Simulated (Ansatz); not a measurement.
# AlH5O3Se: ladder of methods at one geometry, by script

How do the methods compare on AlH5O3Se, in result and in cost? A script is to give a ladder of methods at one geometry; the system is AlH5O3Se. SMILES: [OH][Al-]([OH])([OH])[SeH2+].

All numbers are computed with the Python package of Ansatz 0.2.0. The levels of theory stand in the script.

## Step 1: Starting point

Bond lengths: O1–Al2 1.780 Å, Al2–O3 1.818 Å, Al2–O4 1.796 Å, Al2–Se5 2.394 Å, O1–H6 1.052 Å, O3–H7 1.044 Å, O4–H8 1.000 Å, Se5–H9 1.561 Å, Se5–H10 1.504 Å. Angles: O1–Al2–O3 107.4°, O1–Al2–O4 111.9°, O1–Al2–Se5 110.3°, O3–Al2–O4 108.5°, O3–Al2–Se5 109.8°, O4–Al2–Se5 108.9°, Al2–O1–H6 105.6°, Al2–O3–H7 104.8°, Al2–O4–H8 103.8°, Al2–Se5–H9 91.7°, Al2–Se5–H10 91.6°, H9–Se5–H10 91.5°.

No structure file is read: the coordinates are typed or built in the script.

## Step 2: The script

Contents of run_methods.py:

```python
"""AlH5O3Se at several levels of theory."""

from dataclasses import dataclass
from pathlib import Path

import ansatz as az
import numpy as np


@dataclass
class Settings:
    basis: str = "def2-SVP"


opts = Settings()

geometry_ang = [
    ("O", (-1.2218, -0.0163, -1.3214)),
    ("Al", (0.039, -0.3893, -0.1216)),
    ("O", (1.3209, -1.3641, -0.9643)),
    ("O", (-0.605, -1.3564, 1.248)),
    ("Se", (0.9923, 1.6313, 0.7389)),
    ("H", (-1.8699, 0.6644, -0.848)),
    ("H", (2.0591, -1.5163, -0.2418)),
    ("H", (-1.0128, -2.1553, 0.8053)),
    ("H", (-0.393, 2.11, 1.2774)),
    ("H", (0.7743, 2.3408, -0.5695)),
]
geometry = az.Crystal.molecule()
for symbol, xyz in geometry_ang:
    geometry = geometry.atom(symbol, xyz)

calc = (
    geometry.calculation()
    .basis(gaussian=opts.basis)
    .accuracy("medium")
)

print("functional    E (Ha)        dipole (D)   HOMO (eV)  LUMO (eV)")
for name in ["r2scan", "r2scan0", "lc_wpbe", "hse06", "revpbe"]:
    summary = calc.functional(name).forces().orbitals().run(threads=1, backend="cpu", runs_dir="runs").report
    lines = Path(summary["orbitals_path"]).read_text().splitlines()
    field_of = lambda key: [line.split("=")[1].strip() for line in lines if line.startswith(key)]
    orbitals = [(27.211386 * float(e), s, float(n)) for e, s, n in zip(field_of("Ene="), field_of("Spin="), field_of("Occup="))]
    homo = max(e for e, _, n in orbitals if n > 0.5)
    lumo = min(e for e, _, n in orbitals if n < 0.5)
    dipole = 4.803205 * np.linalg.norm(summary["charge_distribution"]["dipole_moment_e_ang"])
    print(f"{name:10s} {summary['free_energy_ev'] / 27.211386246:14.6f} {dipole:9.3f} {homo:11.3f} {lumo:10.3f}")
```

## Step 3: The calls as engine input

The package turns the script's settings into the engine's input (first run):

```yaml
crystal:
  periodic: [false, false, false]
  atoms:
    - { symbol: O, position_ang: [-1.2218, -0.0163, -1.3214] }
    - { symbol: Al, position_ang: [0.039, -0.3893, -0.1216] }
    - { symbol: O, position_ang: [1.3209, -1.3641, -0.9643] }
    - { symbol: O, position_ang: [-0.605, -1.3564, 1.248] }
    - { symbol: Se, position_ang: [0.9923, 1.6313, 0.7389] }
    - { symbol: H, position_ang: [-1.8699, 0.6644, -0.848] }
    - { symbol: H, position_ang: [2.0591, -1.5163, -0.2418] }
    - { symbol: H, position_ang: [-1.0128, -2.1553, 0.8053] }
    - { symbol: H, position_ang: [-0.393, 2.11, 1.2774] }
    - { symbol: H, position_ang: [0.7743, 2.3408, -0.5695] }
accuracy: medium
basis:
  gaussian:
    orbitals: def2-SVP
hamiltonian:
  xc: r2scan
output:
  orbitals: {}
  forces: true
```

## Step 4: Launch

On the command line:

```
> python run_methods.py
```

The log of the run:

```text
functional    E (Ha)        dipole (D)   HOMO (eV)  LUMO (eV)
r2scan       -2872.092878     7.126      -5.655     -2.875
r2scan0      -2872.038744     7.422      -7.287     -2.084
lc_wpbe      -2871.692271     7.445      -9.797      0.169
hse06        -2871.577504     7.272      -6.570     -2.547
revpbe       -2871.905481     6.847      -5.184     -2.952
```

It took 32 s on 1 thread of Arm Neoverse V2, shared host; peak memory 0.36 GiB.

## Step 5: Inputs of later runs

The engine's inputs for some of the other runs:

Run 2, against run 1:

```diff
@@ -19 +19 @@
-  xc: r2scan
+  xc: r2scan0
```

Run 3, against run 1:

```diff
@@ -19 +19 @@
-  xc: r2scan
+  xc: lc_wpbe
```

Run 4, against run 1:

```diff
@@ -19 +19 @@
-  xc: r2scan
+  xc: hse06
```

Lines on the test bed's own set-up are left out of the output.

## Step 6: Run by run

One row for each of the 5 runs:

```
run  functional  energy (eV)  SCF cycles  CPU time (s)
  1      r2scan  -78153.6286          20             8
  2     r2scan0  -78152.1556          20           9.2
  3     lc_wpbe  -78142.7276          18           4.8
  4       hse06  -78139.6046          19           5.8
  5      revpbe  -78148.5293          20           3.9
```

Totals hang on method, basis and potentials, so only like runs compare.

The fields below are those of run 1.

## Step 7: Pictures from the orbitals

Orbitals, density, ELF and potential are computed afterwards from the orbital file.

Frontier orbitals at r2SCAN/def2-SVP, with the share of their density that lies nearest to each atom:

```csv
orbital,energy (eV),lies on
HOMO,-5.66,"O3, O4 about 39 % each; O1 14 %"
LUMO,-2.87,Se5 45 %; H9 37 %; H10 13 %
```

ELF in a plane through or near 3 of the atoms.

Ten even steps from '0' (0.00) to '9' (1.00):
```
0000000000000000000000000000
0000000000000000000000000000
0000000000000000000000000000
0000000000000000000000000000
0000000023210000000000000000
0000000256543100000122000000
0000002576686400016899730000
0000015785687510129999960000
0000004788885211128999960000
0000002466520001104899730000
0000000000001256200011000000
0000000000147887310000000000
0000000000368877651000000000
0000000000257779996100000000
0000000000022368998300000000
0000000000000037884100000000
0000000000000001210000000000
0000000000000000000000000000
0000000000000000000000000000
0000000000000000000000000000
```
The map spans 9.8 Å across and 9.1 Å up, centred on the molecule. Atoms in the plane (x, y in Å): O3 (-1.5, 1.3), H6 (0.8, -1.8), H10 (2.3, 0.9).

On the surface of density 0.002 e/bohr³ the electrostatic potential runs, from the 1st to the 99th percentile, from -2.48 V near O3 to 2.56 V near H9.

## Step 8: Outcome

```
                                         quantity    value
                                    runs compared        5
HOMO-LUMO gap of the mean field (r2SCAN/def2-SVP)  2.78 eV
```

What this shows: All 5 runs converged (18 to 20 cycles). Reading the output:
- The geometry is a force-field or estimated start, not a minimum of this method, and the basis set is short of its limit. A lower total doesn't mark the better method: functionals have no common bound, and MP2 and coupled cluster aren't variational.
- Levels such as HOMO and LUMO are orbital energies: with these approximate functionals they aren't the ionisation energy and electron affinity, and their gap isn't the fundamental gap.
- hse06 follows the composition of plane-wave codes, whose totals differ by tens of mHa, up to about 0.1 Ha, from the form usual in Gaussian-basis programs (wpbeh).
